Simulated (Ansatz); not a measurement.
# CuO radical: one species, many methods

An exercise on one series of results from a longer session: the logs are not shown, and one member is left open.

The runs use Ansatz 0.2.0, Gaussian basis; functionals in def2-TZVPP, the program's frozen cores in correlated methods.

Levels to be run: LDA (SPW92), PBE-D4, revPBE-D4, BLYP-D4, r2SCAN-D4, B97M-V, PBE0-D4, B3LYP-D4, r2SCANh-D4, r2SCAN0-D4, HSE06-D4, BHLYP-D4, CAM-B3LYP-D4, LC-ωPBE, ωB97X-V, ωB97M-V, B2PLYP, PBE-QIDH; CCSD(T)/def2-SVP; CCSD(T)/def2-TZVPP; CCSD(T)/def2-QZVPP; extrapolation to the limit; RPA on PBE.

## The geometry

The geometry comes from an earlier relaxation with PBE0-D4 in a triple-zeta def2 set; it is a stationary point.

SMILES `[O][Cu]`, 2 atoms, charge 0, spin multiplicity 2.

Atoms are counted from 1 here; the program's logs count them from 0.

Bond lengths: O1–Cu2 1.758 Å.

The first run:

Contents of in.yaml:

```yaml
crystal:
  periodic: [false, false, false]
  atoms:
    - {symbol: O, position_ang: [0.750140, -0.248590, 0.384903]}
    - {symbol: Cu, position_ang: [-0.750140, 0.248590, -0.384903]}
basis:
  gaussian: {orbitals: def2-TZVPP}
magnetization: {spin_polarized: true, initial_magnetization: 1}
hamiltonian: {xc: lda}
output: {orbitals: {seedname: orbitals}}
```

Run with:

```bash
$ ansatz run in.yaml --threads 2 --pin off --events-out ev --progress --plain --max-ram 32768MiB --backend cpu
```

Steps of the session up to this table: LDA; PBE-D4 (GGA); revPBE-D4 (GGA); BLYP-D4 (GGA); r2SCAN-D4 (meta-GGA); B97M-V (meta-GGA); PBE0-D4 (hybrid); B3LYP-D4 (hybrid); r2SCANh-D4 (hybrid); r2SCAN0-D4 (hybrid); HSE06-D4 (hybrid); BHLYP-D4 (hybrid); CAM-B3LYP-D4 (range-separated); LC-ωPBE (range-separated); ωB97X-V (range-separated); ωB97M-V (range-separated); B2PLYP (double hybrid); PBE-QIDH (double hybrid).

One table of the session follows, with a row left open; its other results are not shown here.

It belongs to the step «Orbital energies across the functionals». 

| functional | HOMO (eV) | LUMO (eV) | gap (eV) |
| --- | --- | --- | --- |
| LDA (SPW92) | -5.48 | -5.46 | 0.03 |
| PBE-D4 | -5.31 | -4.83 | 0.48 |
| revPBE-D4 | -5.21 | -4.65 | 0.56 |
| BLYP-D4 | -5.31 | -4.86 | 0.46 |
| r2SCAN-D4 | -5.45 | -4.00 | 1.46 |
| B97M-V | ? | ? | ? |
| PBE0-D4 | -6.70 | -2.81 | 3.90 |
| B3LYP-D4 | -6.59 | -3.34 | 3.25 |
| r2SCANh-D4 | -6.00 | -3.21 | 2.79 |
| r2SCAN0-D4 | -6.83 | -2.58 | 4.25 |
| HSE06-D4 | -6.28 | -3.17 | 3.11 |
| BHLYP-D4 | -8.14 | -2.03 | 6.12 |
| CAM-B3LYP-D4 | -8.23 | -2.03 | 6.20 |
| LC-ωPBE | -9.42 | -0.68 | 8.75 |
| ωB97X-V | -9.10 | -0.82 | 8.28 |
| ωB97M-V | -9.09 | -1.17 | 7.92 |

Estimate the missing values for B97M-V.

As computed: HOMO (eV): -5.59; LUMO (eV): -3.94; gap (eV): 1.65. In the column «HOMO (eV)» it lies between r2SCANh-D4 (-6.00) and LDA (SPW92) (-5.48).
